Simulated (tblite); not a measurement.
# C4H5B2BrSi: the cost of one run

Computed with tblite 0.8.0 and PySCF 2.14.0, with density-fitted response routines of our own, on a single molecule in the gas phase. Atoms are numbered from 0 throughout.

**1. The molecule as given**

13 atoms, charge 0, multiplicity 1; geometry from: force field or distance geometry start.

Bonds of the start (Å): C0–C1 1.22, C1–B2 1.53, B2–Si3 1.95, Si3–B4 1.90, B4–Br5 2.01, Si3–C6 1.83, C6–C7 1.22, C0–H8 1.06, B2–H9 1.17, Si3–H10 1.48, B4–H11 1.17, C7–H12 1.07.

**2. Optimising the geometry with GFN2-xTB**

Job settings and geometry (Å):

```
{"job": {"kind": "relax", "xc": "GFN2-xTB", "basis": "xTB"}, "charge": 0, "multiplicity": 1}
C      2.898600    -1.860400     0.079200
C      2.036500    -1.165700    -0.440800
B      0.959000    -0.294800    -1.096100
Si    -0.256400     0.702000     0.058700
B     -1.225800     2.083600    -0.824200
Br    -0.839300     3.980100    -0.265000
C     -1.379900    -0.478400     0.885500
C     -2.117600    -1.266400     1.462900
H      3.630700    -2.479700     0.528000
H      0.750000    -0.418200    -2.236400
H      0.605800     1.311100     1.096500
H     -2.301500     1.847600    -1.226400
H     -2.764500    -1.960300     1.960400
```

On the command line:

```bash
$ OMP_NUM_THREADS=1 python probes_run.py task.json out
```

One launch serves the whole session: the jobs run in the order shown.

Q: Estimate the wall time and peak memory of this first job on 1 thread of Arm Neoverse V1, shared host.

About 1.6 s, with a peak of 0.18 GiB.
